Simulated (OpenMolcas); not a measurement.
**InCNClF (SMILES N#[C][In]([F])[Cl]) at 6 levels**

We compute a comparison of 6 runs (HF/STO-3G, B2PLYP/def2-SVP, B3LYP/def2-SVP, BHLYP/def2-SVP, M06-L/def2-SVP, PBE/def2-SVP) of InCNClF. 

Program for the calculation: OpenMolcas 26.06.

### 1 The molecule

InCNClF has 5 atoms, charge 0, and is taken as a singlet. SMILES: `N#[C][In]([F])[Cl]`. The coordinates come from a PBE0-D4/def2-TZVP relaxation.

Bond lengths: N1–C2 1.152 Å, C2–In3 2.082 Å, In3–F4 1.924 Å, In3–Cl5 2.280 Å. Angles: N1–C2–In3 178.9°, C2–In3–F4 118.2°, C2–In3–Cl5 125.8°, F4–In3–Cl5 115.9°.

### 2 Energy and gradient at HF/STO-3G (run 1)

mol.input reads:

```
* CClFInN Hartree-Fock
&gateway
baslib=$CurrDir
coord
5
angstrom
N       -1.392600       1.451400       1.648800
C       -0.781900       0.784400       0.934900
In       0.330400      -0.389600      -0.376400
F        0.434400      -2.280900      -0.039700
Cl       1.459700       0.361000      -2.209100
basis=STO-3G
group=NoSym
&seward
&scf
thresholds=1e-10 1e-07 1e-07 1e-05
prorbitals=1 1
&alaska
```

The basis set STO-3G is read from a file made from the Basis Set Exchange's data (not shown).

The run is started by

```console
$ export MOLCAS_MEM=1860
$ pymolcas mol.input > mol.log
```

The program printed:

```text
--- Start Module: gateway ---
[...]
--- Stop Module: gateway /rc=_RC_ALL_IS_WELL_ ---
[...]
      Basis functions           51
[...]
--- Start Module: scf ---
[...]
       Convergence after  15 Iterations
[...]
::    Total SCF energy                              -6326.7513719899
[...]
      Total spin, S                                     0.0000000000
[...]
      Total electronic charge=   88.000000
      Total            charge=   -0.000000
[...]
      Dipole Moment (debye):
      Origin of the operator (angstrom)=    0.3509   -0.2347   -0.4462
                   X=  3.1185E-01               Y= -1.5768E+00               Z= -4.4284E-02           Total=  1.6079E+00
      Quadrupole Moment (debye*angstrom):
[...]
--- Stop Module: scf /rc=_RC_ALL_IS_WELL_ ---
--- Start Module: alaska ---
[...]
 *              Molecular gradients               *
 **************************************************
  Irreducible representation: a
 ------------------------------------------------------------------------------------------
                              X                       Y                       Z
 ------------------------------------------------------------------------------------------
  N1                8.92880490551562E-03   -8.26321940838781E-03   -1.08273343922569E-02
  C2               -2.50930377364234E-02    2.13771786573362E-02    3.09015548680422E-02
  IN3               1.11077634030137E-02    1.52908359406458E-02   -2.00529152534372E-02
  F4                9.40039732802100E-04   -2.91704104088524E-02    6.15350274945303E-03
  CL5               4.11642969515569E-03    7.65615219339821E-04   -6.17480797175318E-03
 ------------------------------------------------------------------------------------------
--- Stop Module: alaska /rc=_RC_ALL_IS_WELL_ ---
[...]
```

It took 2.7 s on 1 thread of Intel Xeon 6975P-C (Granite Rapids), shared host; peak memory 0.38 GiB.

### 3 A single-point energy at B2PLYP/def2-SVP (core potential) (run 2)

mol.input reads:

```
* CClFInN Kohn-Sham DFT

&GATEWAY
 BasLib = $CurrDir
 Coord
 5
 angstrom
 N       -1.392600       1.451400       1.648800
 C       -0.781900       0.784400       0.934900
 In       0.330400      -0.389600      -0.376400
 F        0.434400      -2.280900      -0.039700
 Cl       1.459700       0.361000      -2.209100
 Basis = def2-SVP
 Group = NoSym

&SEWARD
 GridInput
 Grid=UltraFine
 End of Grid

&SCF
 KSDFT = B2PLYP_SCF
 Thresholds = 1e-10 1e-07 1e-07 1e-05
 PrOrbitals = 1 2

&MBPT2
 Frozen = 12
```

The basis set def2-SVP is read from a file made from the Basis Set Exchange's data (not shown).

The run is started by

```console
$ export MOLCAS_MEM=1860
$ pymolcas mol.input > mol.log
```

The program printed:

```text
--- Start Module: gateway ---
[...]
--- Stop Module: gateway /rc=_RC_ALL_IS_WELL_ ---
[...]
      Basis functions           86
[...]
--- Start Module: scf ---
[...]
       Convergence after  17 Iterations
[...]
::    Total KS-DFT energy                            -841.9837522584
[...]
      Total spin, S                                     0.0000000000
[...]
      Total electronic charge=   60.000000
      Total            charge=   -0.000000
[...]
      Dipole Moment (debye):
      Origin of the operator (angstrom)=    0.3509   -0.2347   -0.4462
                   X=  8.2164E-01               Y=  1.8625E-01               Z= -1.2390E+00           Total=  1.4983E+00
      Quadrupole Moment (debye*angstrom):
[...]
--- Stop Module: scf /rc=_RC_ALL_IS_WELL_ ---
[...]
--- Start Module: mbpt2 ---
[...]
 ###    WARNING: MP2 implementation intended for RHF references only         ###
 ###############################################################################
MBPT2 WARNING: Reference function according to RunFile:KS-DFT
I'll assume you know what you're doing and continue
WARNING!
Default frozen orbitals as non valence orbitals is overwritten by user input.
Default values:   8
[...]
       Reference weight ( Cref**2 )         =        0.72657
::    Total MBPT2 energy                             -842.8221086226
[...]
      Total MBPT2 calculations                           0.22      0.25
--- Stop Module: mbpt2 /rc=_RC_ALL_IS_WELL_ ---
[...]
```

It took 13 s on 1 thread of Intel Xeon 6975P-C (Granite Rapids), shared host; peak memory 0.47 GiB.

Run 3 isn't shown in full; the table further down has it.

### 4 Energy and gradient at BHLYP/def2-SVP (core potential) (run 4)

input.xyz reads:

```xyz
5

N     -1.392600     1.451400     1.648800
C     -0.781900     0.784400     0.934900
In     0.330400    -0.389600    -0.376400
F      0.434400    -2.280900    -0.039700
Cl     1.459700     0.361000    -2.209100
```

job.input reads:

```
* CClFInN Kohn-Sham DFT
&GATEWAY
BASLIB = $CurrDir
COORD = input.xyz
BASIS = def2-SVP
GROUP = NoSym
&SEWARD
GRIDINPUT
Grid=UltraFine
End of Grid
&SCF
KSDFT = HYB_GGA_XC_BHANDHLYP
THRESHOLDS = 1e-10 1e-07 1e-07 1e-05
PRORBITALS = 1 2
&ALASKA
```

The basis set def2-SVP is read from a file made from the Basis Set Exchange's data (not shown).

The run is started by

```console
$ export MOLCAS_MEM=1860
$ pymolcas job.input > job.log
```

The program printed:

```text
--- Start Module: gateway ---
[...]
--- Stop Module: gateway /rc=_RC_ALL_IS_WELL_ ---
[...]
      Basis functions           86
[...]
--- Start Module: scf ---
[...]
       Convergence after  18 Iterations
[...]
::    Total KS-DFT energy                            -842.6143618944
[...]
      Total spin, S                                     0.0000000000
[...]
      Total electronic charge=   60.000000
      Total            charge=   -0.000000
[...]
      Dipole Moment (debye):
      Origin of the operator (angstrom)=    0.3509   -0.2347   -0.4462
                   X=  8.2705E-01               Y=  1.8793E-01               Z= -1.2473E+00           Total=  1.5084E+00
      Quadrupole Moment (debye*angstrom):
[...]
--- Stop Module: scf /rc=_RC_ALL_IS_WELL_ ---
[...]
--- Start Module: alaska ---
[...]
 *              Molecular gradients               *
 **************************************************
  Irreducible representation: a
 ------------------------------------------------------------------------------------------
                              X                       Y                       Z
 ------------------------------------------------------------------------------------------
  N1               -6.04961447908359E-03    6.93476239107227E-03    6.98391813843102E-03
  C2                8.21417229481680E-03   -9.69582561104110E-03   -9.41389869436415E-03
  IN3               2.17152342707339E-03    2.68258098495888E-03   -3.83793037521318E-03
  F4               -6.98964434724392E-05    3.40251691146065E-03   -7.78821565715404E-04
  CL5              -4.26618479932550E-03   -3.32403467654885E-03    7.04673249691368E-03
 ------------------------------------------------------------------------------------------
--- Stop Module: alaska /rc=_RC_ALL_IS_WELL_ ---
[...]
```

Run time: 16 s. Hardware: 1 thread of Intel Xeon 6975P-C (Granite Rapids), shared host; peak memory 0.47 GiB.

Run 5 isn't shown in full; the table further down has it.

### 5 Energy and gradient at PBE/def2-SVP (core potential) (run 6)

run.input reads:

```
* CClFInN Kohn-Sham DFT

&gateway
  baslib=$CurrDir
  coord
  5
  angstrom
  N       -1.392600       1.451400       1.648800
  C       -0.781900       0.784400       0.934900
  In       0.330400      -0.389600      -0.376400
  F        0.434400      -2.280900      -0.039700
  Cl       1.459700       0.361000      -2.209100
  basis=def2-SVP
  group=NoSym

&seward
  gridinput
  Grid=UltraFine
  End of Grid

&scf
  ksdft=PBE
  thresholds=1e-10 1e-07 1e-07 1e-05
  prorbitals=1 2

&alaska
```

The basis set def2-SVP is read from a file made from the Basis Set Exchange's data (not shown).

The run is started by

```console
$ export MOLCAS_MEM=1860
$ pymolcas run.input > run.log
```

The program printed:

```text
--- Start Module: gateway ---
[...]
--- Stop Module: gateway /rc=_RC_ALL_IS_WELL_ ---
[...]
      Basis functions           86
[...]
--- Start Module: scf ---
[...]
       Convergence after  22 Iterations
[...]
::    Total KS-DFT energy                            -842.3944072597
[...]
      Total spin, S                                     0.0000000000
[...]
      Total electronic charge=   60.000000
      Total            charge=   -0.000000
[...]
      Dipole Moment (debye):
      Origin of the operator (angstrom)=    0.3509   -0.2347   -0.4462
                   X=  8.0349E-01               Y= -6.1741E-03               Z= -1.1633E+00           Total=  1.4138E+00
      Quadrupole Moment (debye*angstrom):
[...]
--- Stop Module: scf /rc=_RC_ALL_IS_WELL_ ---
[...]
--- Start Module: alaska ---
[...]
 *              Molecular gradients               *
 **************************************************
  Irreducible representation: a
 ------------------------------------------------------------------------------------------
                              X                       Y                       Z
 ------------------------------------------------------------------------------------------
  N1                2.76547098867788E-02   -2.97833343501495E-02   -3.24398071661562E-02
  C2               -2.35770449415580E-02    2.47999413843365E-02    2.78071388458421E-02
  IN3               4.96081810275140E-03   -7.78829978456985E-03   -5.18873592093083E-03
  F4               -1.14850101896125E-03    1.82112037610267E-02   -3.03109670062796E-03
  CL5              -7.88998202902391E-03   -5.43951101069062E-03    1.28525009419214E-02
 ------------------------------------------------------------------------------------------
--- Stop Module: alaska /rc=_RC_ALL_IS_WELL_ ---
[...]
```

Run time: 19 s. Hardware: 1 thread of Intel Xeon 6975P-C (Granite Rapids), shared host; peak memory 0.47 GiB.

### 6 All runs side by side

```
run                             level      task  frozen core orbitals   energy (Eh)  dipole moment (D)  HOMO energy (eV)  LUMO energy (eV)  wall time
  1                         HF/STO-3G  gradient                     –  -6326.751372               1.61             -9.99              4.29      2.7 s
  2  B2PLYP/def2-SVP (core potential)    energy                    12   -842.210108               1.50            -10.97             -1.50       13 s
  3   B3LYP/def2-SVP (core potential)  gradient                     –   -842.859955               1.50             -9.38             -2.83       18 s
  4   BHLYP/def2-SVP (core potential)  gradient                     –   -842.614362               1.51            -11.03             -1.80       16 s
  5   M06-L/def2-SVP (core potential)  gradient                     –   -842.914657               1.30             -8.56             -3.21       25 s
  6     PBE/def2-SVP (core potential)  gradient                     –   -842.394407               1.41             -8.21             -3.43       19 s
```

### 7 Summary of results

```
                       quantity          value
            run 6: total energy  -842.39441 Eh
           run 6: dipole moment         1.41 D
             run 6: HOMO energy       -8.21 eV
             run 6: LUMO energy       -3.43 eV
           run 6: HOMO–LUMO gap        4.78 eV
run 6: largest force on an atom     2.674 eV/Å
```

**Reading.** The dipole moment (its size) runs from 1.30 D (M06-L/def2-SVP) to 1.61 D (HF/STO-3G). The two ends differ in method and basis and core potential. The HOMO–LUMO gap runs from 4.78 eV (PBE/def2-SVP) to 14.28 eV (HF/STO-3G). For B2PLYP the log adds the whole second-order term; the table takes 0.27 of it, as the functional is defined. Totals of different functionals can't be ranked against each other. Some runs of one species differ in core potentials or relativity; totals across that change don't compare. In run 1 the basis is minimal, so the values are rough. In run 1 relativity is left out where basis or elements ask for it. All runs together took 95 s, the longest 25 s.
